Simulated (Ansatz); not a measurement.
MnO, space group Fm-3m, a scan of the Hubbard U

With Ansatz's Python interface.

Contents of `mno.cif`:
```cif
data_MnO
_cell_length_a 3.143797
_cell_length_b 3.143797
_cell_length_c 3.143797
_cell_angle_alpha 60.00000
_cell_angle_beta 60.00000
_cell_angle_gamma 60.00000
_symmetry_space_group_name_H-M 'P 1'
_symmetry_Int_Tables_number 1
loop_
_symmetry_equiv_pos_as_xyz
'x, y, z'
loop_
_atom_site_label
_atom_site_type_symbol
_atom_site_fract_x
_atom_site_fract_y
_atom_site_fract_z
Mn1 Mn    0.000000    0.000000    0.000000
O2 O    0.500000    0.500000    0.500000
```

Typed at the interpreter:
```pycon
>>> import warnings
>>> import ansatz
>>> from ase.io import read
>>> import numpy as np
>>> import pandas as pd
>>> def count_gap(report):
...     # lowest empty less highest filled band, counting bands; zero where they overlap
...     return max(report.get('gap_by_band_count_ev') or 0.0, 0.0)
...
>>> warnings.simplefilter('ignore', ansatz.DeckWarning)
>>> atoms = read('mno.cif')
>>> structure = ansatz.Crystal.from_ase(atoms).moments(Mn=4)
>>> [site.symbol for site in structure.resolved().sites]
['Mn', 'O']
>>> calc = structure.calculation()
>>> calc = calc.accuracy('low').basis(630)
>>> calc = calc.functional('pbe').kpoints(spacing=0.38)
>>> calc = calc.occupations('fermi_dirac', width=0.3)
>>> calc = calc.mixing('anderson', ndim=6, beta=0.4)
>>> calc = calc.scf(max_iterations=150, lower_state_search='light')
>>> calc = calc.spin('collinear')
>>> calc = calc.band_table()
>>> rows = []
>>> for u in [1.0, 3.0, 5.0, 7.0]:
...     rep = calc.hubbard('Mn', 'd', u_eff=u, projectors='atomic').run(threads=1).report
...     shell = rep['hubbard']['n_scf']
...     rows.append((u, count_gap(rep), sum(shell) / len(shell), max(abs(m) for m in rep['site_moments_mub']), rep['n_iterations']))
...

>>> print(pd.DataFrame(rows, columns=['U_eff eV', 'gap by band count eV', 'Mn d occupation (projector)', 'largest moment muB', 'iterations']).round(4).to_string(index=False))
 U_eff eV  gap by band count eV  Mn d occupation (projector)  largest moment muB  iterations
      1.0                0.0000                       5.6000              4.0915          15
      3.0                0.0000                       5.4953              4.2445          14
      5.0                0.1355                       5.4275              4.3002          12
      7.0                0.2967                       5.3725              4.3353          11
```

From U = 1 to 7 eV the largest site moment goes from 4.09 to 4.34 μB.

Caveats:
- The magnetic order follows from the starting moments and needn't be the lowest.
- U, its shell and the double counting are chosen to explore, and aren't derived for this compound.
- A gap by band count of zero or less means overlapping bands, a metal.
- With one magnetic atom the cell can hold only ferromagnetic order.
- The structure is a deposited one; some such entries were measured under pressure or heat, so a shift against it needn't be the functional's error alone.
- Gaps and levels are Kohn-Sham values on a finite set of k-points.
- Shell occupations and the effect of U depend on the projectors; a run with no .spin step is spin-unpolarised, and each U may end in a state that isn't the lowest.
- The script silences the warnings on its input, which a real study should read.
- Run time: 11 s on 1 thread of Arm Neoverse V1 (shared host), peak memory 0.45 GiB.

(Lines on the test bed's own set-up are left out of the output.)
